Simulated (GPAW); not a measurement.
# AlIn (P6/mmm) in GPAW: convergence with density grid spacing (A)

Aim: find how far density grid spacing (A) must go before the results for AlIn settle, at r2SCAN. This setting moves, with any that are tied to it; all else stays.

Program: GPAW 26.7.0. These are calculated values, not measurements. Logs are shortened: lines on timing, memory, paths and dates and some standing lists are left out, and cuts for length are marked. The log counts tension as positive stress, the text compression.

**1. The structure**

The structure is hexagonal, space group P6/mmm (No. 191). Conventional cell: a = 3.054 Å, b = 3.054 Å, c = 5.828 Å, α = 90.00°, β = 90.00°, γ = 120.00°. Around Al (site symmetry 6/mmm) lie 2 In at 2.91 Å and 6 Al at 3.05 Å. Around In (site symmetry 6/mmm) lie 2 Al at 2.91 Å and 6 In at 3.05 Å.

The cell was built by a generator and needn't be a form met in nature.

**2. With density grid spacing (A) 0.24**

Input file run.py:

```python
from ase.dft.bandgap import bandgap
from ase.io import read, write
from ase.units import GPa
from gpaw import GPAW, PW

atoms = read('POSCAR')

calc = GPAW(mode=PW(600),
            h=0.24,
            xc='MGGA_X_R2SCAN+MGGA_C_R2SCAN',
            kpts={'size': (8, 8, 4), 'gamma': True},
            occupations={'name': 'fermi-dirac', 'width': 0.05},
            nbands=16,
            convergence={'density': 1e-05, 'energy': 1e-05},
            maxiter=100,
            txt='gpaw.txt')
atoms.calc = calc
energy = atoms.get_potential_energy()
forces = atoms.get_forces()
stress = atoms.get_stress()
calc.write('gs.gpw')
write('result.traj', atoms)
print(f'Energy: {energy:.6f} eV')
print('Forces (eV/A):')
print(forces.round(4))
print('Stress (GPa):', (stress / GPa).round(3))
print('Fermi level:', round(calc.get_fermi_level(), 4), 'eV')
print(f'Gap: {bandgap(calc)[0]:.4f} eV, direct: {bandgap(calc, direct=True)[0]:.4f} eV')
```

Input file POSCAR:

```
AlIn
1.0
    3.0541337760      0.0000000000      0.0000000000
   -1.5270668880      2.6449574366      0.0000000000
    0.0000000000      0.0000000000      5.8280200000
Al In
1 1
Direct
    0.0000000000      0.0000000000      0.0000000000
    0.0000000000      0.0000000000      0.5000000000
```

Potentials or basis: GPAW PAW data sets (gpaw-data 1.2.1), pw.

Run with:

```console
> OMP_NUM_THREADS=1 python run.py
```

Run time: 28 s. Hardware: 1 thread of Arm Neoverse V1, shared host; peak memory 0.27 GiB.

What came out:

| Quantity | Value |
| --- | --- |
| Free energy | -23.0889 eV |
| Pressure | -1.5 GPa |
| Band gap on the k mesh | none (metal or under the smearing width) |

**3. With density grid spacing (A) 0.2**

Changes to run.py since step 2:

```diff
@@ -8,3 +8,3 @@
 calc = GPAW(mode=PW(600),
-            h=0.24,
+            h=0.2,
             xc='MGGA_X_R2SCAN+MGGA_C_R2SCAN',
```

POSCAR is that of step 2.

Potentials or basis: GPAW PAW data sets (gpaw-data 1.2.1), pw.

Run with:

```console
> OMP_NUM_THREADS=1 python run.py
```

Run time: 36 s. Hardware: 1 thread of Arm Neoverse V1, shared host; peak memory 0.27 GiB.

What came out:

```
Free energy            : -23.0881 eV
Pressure               : -1.5 GPa
Band gap on the k mesh : none (metal or under the smearing width)
```

**4. With density grid spacing (A) 0.17**

Changes to run.py since step 3:

```diff
@@ -8,3 +8,3 @@
 calc = GPAW(mode=PW(600),
-            h=0.2,
+            h=0.17,
             xc='MGGA_X_R2SCAN+MGGA_C_R2SCAN',
```

POSCAR is that of step 3.

Run with:

```console
> OMP_NUM_THREADS=1 python run.py
```

Run time: 65 s. Hardware: 1 thread of Arm Neoverse V1, shared host; peak memory 0.28 GiB.

Results:

- Free energy: -23.0882 eV
- Pressure: -1.5 GPa
- Band gap on the k mesh: none (metal or under the smearing width)

**5. With density grid spacing (A) 0.15**

Changes to run.py since step 4:

```diff
@@ -8,3 +8,3 @@
 calc = GPAW(mode=PW(600),
-            h=0.17,
+            h=0.15,
             xc='MGGA_X_R2SCAN+MGGA_C_R2SCAN',
```

POSCAR is that of step 4.

Run with:

```console
> OMP_NUM_THREADS=1 python run.py
```

Wall time 91 s (1 thread of Arm Neoverse V1, shared host); peak memory 0.29 GiB.

It converged, with:

```
Free energy            : -23.0884 eV
Pressure               : -1.5 GPa
Band gap on the k mesh : none (metal or under the smearing width)
```

**6. With density grid spacing (A) 0.13**

Changes to run.py since step 5:

```diff
@@ -8,3 +8,3 @@
 calc = GPAW(mode=PW(600),
-            h=0.15,
+            h=0.13,
             xc='MGGA_X_R2SCAN+MGGA_C_R2SCAN',
```

POSCAR is that of step 5.

Potentials or basis: GPAW PAW data sets (gpaw-data 1.2.1), pw.

Run with:

```console
> OMP_NUM_THREADS=1 python run.py
```

It took 2 min on 1 thread of Arm Neoverse V1, shared host; peak memory 0.3 GiB.

The run converged. Its results:

```yaml
Free_energy: -23.0884 eV
Pressure: -1.5 GPa
Band_gap_on_the_k_mesh: none (metal or under the smearing width)
```

**7. With density grid spacing (A) 0.11**

Changes to run.py since step 6:

```diff
@@ -8,3 +8,3 @@
 calc = GPAW(mode=PW(600),
-            h=0.13,
+            h=0.11,
             xc='MGGA_X_R2SCAN+MGGA_C_R2SCAN',
```

POSCAR is that of step 6.

Run with:

```console
> OMP_NUM_THREADS=1 python run.py
```

Run time: 3.2 min. Hardware: 1 thread of Arm Neoverse V1, shared host; peak memory 0.33 GiB.

Results (log left out):

```yaml
Free_energy: -23.0885 eV
Pressure: -1.5 GPa
Band_gap_on_the_k_mesh: none (metal or under the smearing width)
```

**8. With density grid spacing (A) 0.09**

Changes to run.py since step 7:

```diff
@@ -8,3 +8,3 @@
 calc = GPAW(mode=PW(600),
-            h=0.11,
+            h=0.09,
             xc='MGGA_X_R2SCAN+MGGA_C_R2SCAN',
```

POSCAR is that of step 7.

Potentials or basis: GPAW PAW data sets (gpaw-data 1.2.1), pw.

Run with:

```console
> OMP_NUM_THREADS=1 python run.py
```

gpaw.txt:

```text
__  _  _
 | _ |_)|_||  |
 |__||  | ||/\| - 26.7.0

Input parameters:
  mode=PW(ecut=600.0),
  convergence={'density': 1e-05, 'energy': 1e-05},
  h=0.09,
  kpts=MonkhorstPack(size=(8, 8, 4), gamma=True),
  maxiter=100,
  nbands=16,
  occupations=Occupations(name='fermi-dirac', width=0.05),
  xc=XC(name='MGGA_X_R2SCAN+MGGA_C_R2SCAN')

Diagonalizing LCAO Hamiltonian
Converting LCAO to pw mode

       In

       Al

Atoms  # Å, Bohr magnetons
|   | symbol |        x |        y |        z |    initial magnetic moments |
|---|--------|----------|----------|----------|-----------------------------|
| 0 |     Al | 0.000000 | 0.000000 | 0.000000 | ( 0.0000,  0.0000,  0.0000) |
| 1 |     In | 0.000000 | 0.000000 | 2.914010 | ( 0.0000,  0.0000,  0.0000) |

Unit cell  # Å
| periodic |         x |        y |        z |  lengths |     angles |
|----------|-----------|----------|----------|----------|------------|
|      yes |  3.054134 | 0.000000 | 0.000000 | 3.054134 |  90.000000 |
|      yes | -1.527067 | 2.644957 | 0.000000 | 3.054134 |  90.000000 |
|      yes |  0.000000 | 0.000000 | 5.828020 | 5.828020 | 120.000000 |

Number of symmetries: 24
Symmetry operations  # r_c * U_cc + t_c -> r_c
|    | kind |            matrix            |
|----|------|------------------------------|
|  0 |  σ   |  1, 1, 0,  0,-1, 0,  0, 0, 1 |
|  1 |  C2  |  1, 1, 0,  0,-1, 0,  0, 0,-1 |
|  2 |  C6  |  1, 1, 0, -1, 0, 0,  0, 0, 1 |
|  3 |  S6  |  1, 1, 0, -1, 0, 0,  0, 0,-1 |
|  4 |  E   |  1, 0, 0,  0, 1, 0,  0, 0, 1 |
|  5 |  σ   |  1, 0, 0,  0, 1, 0,  0, 0,-1 |
|  6 |  σ   |  1, 0, 0, -1,-1, 0,  0, 0, 1 |
|  7 |  C2  |  1, 0, 0, -1,-1, 0,  0, 0,-1 |
|  8 |  σ   |  0, 1, 0,  1, 0, 0,  0, 0, 1 |
|  9 |  C2  |  0, 1, 0,  1, 0, 0,  0, 0,-1 |
| 10 |  C3  |  0, 1, 0, -1,-1, 0,  0, 0, 1 |
| 11 |  S3  |  0, 1, 0, -1,-1, 0,  0, 0,-1 |
| 12 |  C6  |  0,-1, 0,  1, 1, 0,  0, 0, 1 |
| 13 |  S6  |  0,-1, 0,  1, 1, 0,  0, 0,-1 |
| 14 |  σ   |  0,-1, 0, -1, 0, 0,  0, 0, 1 |
| 15 |  C2  |  0,-1, 0, -1, 0, 0,  0, 0,-1 |
| 16 |  σ   | -1, 0, 0,  1, 1, 0,  0, 0, 1 |
| 17 |  C2  | -1, 0, 0,  1, 1, 0,  0, 0,-1 |
| 18 |  C2  | -1, 0, 0,  0,-1, 0,  0, 0, 1 |
| 19 |  i   | -1, 0, 0,  0,-1, 0,  0, 0,-1 |
| 20 |  C3  | -1,-1, 0,  1, 0, 0,  0, 0, 1 |
| 21 |  S3  | -1,-1, 0,  1, 0, 0,  0, 0,-1 |
| 22 |  σ   | -1,-1, 0,  0, 1, 0,  0, 0, 1 |
| 23 |  C2  | -1,-1, 0,  0, 1, 0,  0, 0,-1 |

BZ-sampling:
  Number of BZ points: 256
  Number of IBZ points: 30

  Monkhorst-Pack size: [8, 8, 4]
  Monkhorst-Pack shift: [0.0625, 0.0625, 0.125]

K-points  # in reciprocal-cell coordinates
|     |                                coordinates |     weight |
|-----|--------------------------------------------|------------|
|   0 | (  0.00000000,   0.00000000,   0.00000000) | 0.00390625 |
|   1 | (  0.00000000,   0.00000000,   0.25000000) | 0.00781250 |
|   2 | (  0.00000000,   0.00000000,   0.50000000) | 0.00390625 |
|   3 | (  0.12500000,   0.00000000,   0.00000000) | 0.02343750 |
|   4 | (  0.12500000,   0.00000000,   0.25000000) | 0.04687500 |
|   5 | (  0.12500000,   0.00000000,   0.50000000) | 0.02343750 |
|   6 | (  0.25000000,  -0.12500000,   0.00000000) | 0.02343750 |
|   7 | (  0.25000000,  -0.12500000,   0.25000000) | 0.04687500 |
|   8 | (  0.25000000,  -0.12500000,   0.50000000) | 0.02343750 |
|   9 | (  0.25000000,   0.00000000,   0.00000000) | 0.02343750 |
| ... |                                            |            |
|  29 | (  0.50000000,   0.50000000,   0.50000000) | 0.01171875 |

Plane wave coefficients: 1596
Cutoff: 600.0 eV

Spin-components: 1 (collinear spins)
Bands:           16
Projectors:      11
Spin-degeneracy: 2
Datatype:        complex128

Parallelization:
  kpt:    1
  domain: 1
  band:   1

Density:
  Valence electrons: 16.0
  Components: 1
  Grid points: [35 35 70]
  Charge: 0.0  # |e|

Potential:
  Grid points: [35 35 70]

species:
  Al:
    name:    Aluminium
    Z:       13.0
    valence: 3
    core:    10
    charge:  0.0  # [|e|]
    compensation charges:
      type: gauss
      rc: 0.34  # [Å]
      lmax: 2
    cutoffs:
      filter: 1.91  # [Å]
      core: 2.36  # [Å]
    projectors
    | kind |    occ | energy [eV] | rcut [Å] |
    |------|--------|-------------|----------|
    |   3s |  2.000 |      -7.753 |    1.085 |
    |   3p |  1.000 |      -2.712 |    1.085 |
    |    s |        |      19.459 |    1.085 |
    |    p |        |      24.499 |    1.085 |
    |    d |        |       0.000 |    1.085 |

    Using partial waves for Al as LCAO basis

  In:
    name:    Indium
    Z:       49.0
    valence: 13
    core:    36
    charge:  0.0  # [|e|]
    compensation charges:
      type: gauss
      rc: 0.36  # [Å]
      lmax: 2
    cutoffs:
      filter: 2.09  # [Å]
      core: 2.48  # [Å]
    projectors
    | kind |    occ | energy [eV] | rcut [Å] |
    |------|--------|-------------|----------|
    |   5s |  2.000 |      -8.203 |    1.185 |
    |   5p |  1.000 |      -2.521 |    1.244 |
    |   4d | 10.000 |     -18.629 |    1.148 |
    |    s |        |      19.008 |    1.185 |
    |    p |        |      24.691 |    1.244 |
    |    d |        |       8.583 |    1.148 |

    Using partial waves for In as LCAO basis

Reference energy: -166578.842925  # eV

eigensolver:
  PPCG
  Converge bands: occupied
  niter=2

density mixing:
  MSR1-Mixer
  Pratt-step length: 0.05
  Maximum mixing coefficient: 0.75
  Old densities: 10
  SVD Regularization: 0.005
  Good broyden scale: 1.0
  Trust region scale: 1.0
  Backstep threshold: 4.0
  History deletion threshold: 6.0
  Fourier metric: weight=20.0, sigma=0.015

occupation numbers:
  Fermi-Dirac:
    width: 0.0500  # eV

poisson solver:
  ecut: 4800.0  # eV

xc functional:
  name: MGGA_X_R2SCAN+MGGA_C_R2SCAN with 2 nearest neighbor stencil

convergence criteria:
- Maximum integral of absolute [dens]ity change: 1e-05 electrons / valence electron
- Maximum [total energy] change in last 3 cyles: 1e-05 eV / valence electron
- Maximum integral of absolute [eigenst]ate change: 4e-08 eV^2 / valence electron
maximum number of iterations: 100

SCF iterations
|iter     | |      energy | eigst |  dens |
|---------|-|-------------|-------|-------|
|iter:   1| |  -24.584996 | -0.22 |       |
|iter:   2| |  -23.063639 | -1.21 | -1.40 |
|iter:   3| |  -23.083704 | -2.17 | -1.41 |
|iter:   4| |  -23.074030 | -3.29 | -1.59 |
|iter:   5| |  -23.075237 | -2.83 | -1.69 |
|iter:   6| |  -23.079631 | -3.16 | -2.07 |
|iter:   7| |  -23.079627 | -4.90 | -2.80 |
|iter:   8| |  -23.079640c| -5.35 | -3.15 |
|iter:   9| |  -23.079645c| -7.35 | -3.60 |
|iter:  10| |  -23.079647c| -7.91c| -3.74 |
|iter:  11| |  -23.079653c| -7.54c| -3.86 |
|iter:  12| |  -23.079655c| -8.49c| -4.46 |
|iter:  13| |  -23.079655c| -8.24c| -5.28c|

Converged in 13 steps
Energy contributions relative to reference atoms: (reference = -166578.842925)

Energy contributions:
  Kinetic:          16.207480
  Coulomb:         -13.787737
  Zero:              0.113839
  External:          0.000000
  Xc:              -25.604374
  Entropy:          -0.017726
  Spinorbit:         0.000000
  ----------------------------
  Free energy:     -23.088518
  Extrapolated:    -23.079655

dipole moment: (-7.760689, -13.441908, -10.007429)  # |e|*Ang

Fermi level: 5.997
Eigenvalues  # (at kpt = [0.000, 0.000, 0.000])
| band index |      eig [eV] | occ [0-2] |
|------------|---------------|-----------|
|          0 |        -9.443 |     2.000 |
|          1 |        -9.260 |     2.000 |
|          2 |        -9.260 |     2.000 |
|          3 |        -8.850 |     2.000 |
|          4 |        -8.850 |     2.000 |
|          5 |        -4.132 |     2.000 |
[... 8 lines left out ...]
|         14 |        19.831 |     0.000 |
|         15 |        21.027 |     0.000 |

No gap
No difference between direct/indirect transitions

Forces  # eV/Ang
|        x |        y |       z |
|----------|----------|---------|
| -0.00000 | -0.00000 | 0.00000 |  # Al   0
|  0.00000 |  0.00000 | 0.00000 |  # In   1

Stress tensor  # eV/Ang^3
|         x |         y |        z |
|-----------|-----------|----------|
|  0.009909 | -0.000000 | 0.000000 |
| -0.000000 |  0.009909 | 0.000000 |
|  0.000000 |  0.000000 | 0.007742 |

# Writing to gs.gpw (mode='')
```

Wall time 7 min (1 thread of Arm Neoverse V1, shared host); peak memory 0.41 GiB.

Results:

| Item | Value |
| --- | --- |
| Free energy | -23.0885 eV |
| Pressure | -1.5 GPa |
| Band gap on the k mesh | none (metal or under the smearing width) |

**9. Summary**

| density grid spacing (A) | energy less the tightest run, at zero smearing (meV/atom) | SCF cycles | CPU time (s) | peak memory (GiB) |
| --- | --- | --- | --- | --- |
| 0.24 | -0.21 | 13 | 28 | 0.27 |
| 0.2 | 0.19 | 13 | 36 | 0.27 |
| 0.17 | 0.14 | 13 | 65 | 0.28 |
| 0.15 | 0.08 | 13 | 91 | 0.29 |
| 0.13 | 0.05 | 13 | 120 | 0.3 |
| 0.11 | 0.02 | 13 | 190 | 0.33 |
| 0.09 | 0.00 | 13 | 420 | 0.41 |

Against the tightest run, the energy stays within 1 meV/atom from 0.24 on. The tightest run that finished is the yardstick and may itself not be fully converged.

Caveats: the PAW data sets were made with another functional, which shifts forces and pressure a little.
